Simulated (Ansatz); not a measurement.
# Si₄Ge₂H₁₄: ionisation energy by level of theory

Aim: the vertical ionisation energy of Si₄Ge₂H₁₄, as cation minus neutral at the neutral's geometry, on several levels, and how well −ε(HOMO) stands in for it.

Computed with Ansatz 0.2.0, Gaussian basis. Level: unrestricted cation, the program's frozen cores in correlated methods.

Levels to be run: UKS PBE-D4/def2-TZVPP; UKS r2SCAN-D4/def2-TZVPP; UKS PBE0-D4/def2-TZVPP; UKS B3LYP-D4/def2-TZVPP; UKS wB97X-V/def2-TZVPP; UKS wB97M-V/def2-TZVPP; UKS B2PLYP/def2-TZVPP; UHF-CCSD(T)/def2-TZVPP; UHF-MP2/def2-QZVPP; extrapolation to the limit; then −ε(HOMO) from the neutral's earlier runs with LDA (SPW92), PBE-D4, revPBE-D4, BLYP-D4, r2SCAN-D4, B97M-V, PBE0-D4, B3LYP-D4, r2SCANh-D4, r2SCAN0-D4, HSE06-D4, BHLYP-D4, CAM-B3LYP-D4, LC-ωPBE, ωB97X-V, ωB97M-V.

### 1 Structure used throughout

All runs share one geometry, relaxed beforehand with PBE0-D4 in a triple-zeta def2 set.

SMILES `[SiH3][SiH2][SiH2][GeH2][SiH2][GeH3]`, 20 atoms, charge 0, spin multiplicity 1.

Atoms are counted from 1 here; the program's logs count them from 0.

Bond lengths: Si1–Si2 2.340 Å, Si1–H7 1.487 Å, Si1–H8 1.488 Å, Si1–H9 1.487 Å, Si2–Si3 2.340 Å, Si2–H10 1.491 Å, Si2–H11 1.491 Å, Si3–Ge4 2.382 Å, Si3–H12 1.489 Å, Si3–H13 1.490 Å, Ge4–Si5 2.379 Å, Ge4–H14 1.541 Å, Ge4–H15 1.541 Å, Si5–Ge6 2.379 Å, Si5–H16 1.489 Å, Si5–H17 1.488 Å, Ge6–H18 1.539 Å, Ge6–H19 1.538 Å and more. Angles: Si2–Si1–H7 109.8°, Si2–Si1–H8 110.0°, Si2–Si1–H9 111.0°, H7–Si1–H8 108.8°, H7–Si1–H9 108.7°, H8–Si1–H9 108.4°, Si1–Si2–Si3 112.6°, Si1–Si2–H10 109.6°, Si1–Si2–H11 108.0°, Si3–Si2–H10 109.2°, Si3–Si2–H11 109.5°, H10–Si2–H11 107.8°, Si2–Si3–Ge4 111.1°, Si2–Si3–H12 109.5°, Si2–Si3–H13 109.8°, Ge4–Si3–H12 109.1°, Ge4–Si3–H13 109.2°, H12–Si3–H13 108.0° and more.

### 2 Cation, UKS PBE-D4/def2-TZVPP

Input file in.yaml:

```yaml
crystal:
  periodic: [false, false, false]
  atoms:
    - {symbol: Si, position_ang: [-0.081620, -1.946081, -1.870603]}
    - {symbol: Si, position_ang: [-0.776793, -2.372431, 0.322389]}
    - {symbol: Si, position_ang: [-1.607969, -0.463209, 1.390188]}
    - {symbol: Ge, position_ang: [0.164613, 0.907285, 2.198514]}
    - {symbol: Si, position_ang: [1.696745, 1.431925, 0.455251]}
    - {symbol: Ge, position_ang: [0.509729, 2.317534, -1.407019]}
    - {symbol: H, position_ang: [-1.207297, -1.369993, -2.653300]}
    - {symbol: H, position_ang: [0.356770, -3.210582, -2.521036]}
    - {symbol: H, position_ang: [1.054211, -0.986949, -1.893746]}
    - {symbol: H, position_ang: [0.365186, -2.916524, 1.111052]}
    - {symbol: H, position_ang: [-1.838391, -3.418316, 0.274984]}
    - {symbol: H, position_ang: [-2.434387, 0.322270, 0.431883]}
    - {symbol: H, position_ang: [-2.479581, -0.861857, 2.531175]}
    - {symbol: H, position_ang: [0.891693, 0.171796, 3.341066]}
    - {symbol: H, position_ang: [-0.417245, 2.213470, 2.774292]}
    - {symbol: H, position_ang: [2.702450, 2.424269, 0.925095]}
    - {symbol: H, position_ang: [2.417434, 0.193167, 0.054646]}
    - {symbol: H, position_ang: [-0.687023, 1.415235, -1.754372]}
    - {symbol: H, position_ang: [-0.034811, 3.713880, -1.059738]}
    - {symbol: H, position_ang: [1.406286, 2.435080, -2.650721]}
basis:
  gaussian: {orbitals: def2-TZVPP}
total_charge: 1
magnetization: {spin_polarized: true, initial_magnetization: 1}
hamiltonian: {xc: pbe, dispersion: d4}
```

The runs that follow: Cation, UKS r2SCAN-D4/def2-TZVPP; Cation, UKS PBE0-D4/def2-TZVPP; Cation, UKS B3LYP-D4/def2-TZVPP; Cation, UKS wB97X-V/def2-TZVPP; Cation, UKS wB97M-V/def2-TZVPP; Cation, UKS B2PLYP (frozen core)/def2-TZVPP; Cation, UHF-CCSD(T)/def2-TZVPP; Cation, UHF-MP2/def2-QZVPP.

**Question.** What will the summary of the whole plan be? Wanted: ionisation energy, CCSD(T)/CBS; nearest functional by difference; nearest −ε(HOMO); −ε(HOMO) of PBE; T1 of the cation.

**Answer**, as computed:

| quantity | value |
| --- | --- |
| ionisation energy, CCSD(T)/CBS | 9.59 eV |
| nearest functional by difference | ωB97X-V (-0.05 eV) |
| nearest −ε(HOMO) | ωB97M-V (+0.12 eV) |
| −ε(HOMO) of PBE | 6.78 eV |
| T1 of the cation | 0.021 |

Energy differences with functionals land within 0.63 eV of the reference. The PBE orbital energy is 2.8 eV too small: a semilocal HOMO is no ionisation energy. Among orbital estimates ωB97M-V comes nearest. Hartree-Fock falls 0.76 eV short, as the neutral has more correlation energy than the cation. The cation may have settled in a state other than its lowest; no search over hole states beyond the program's own was made. Correlated methods include outer-core shells of Ge, which these sets cover unevenly. With outer-core shells in play the reference is unsure by up to some tenths of an eV, so close misses can't be ranked.
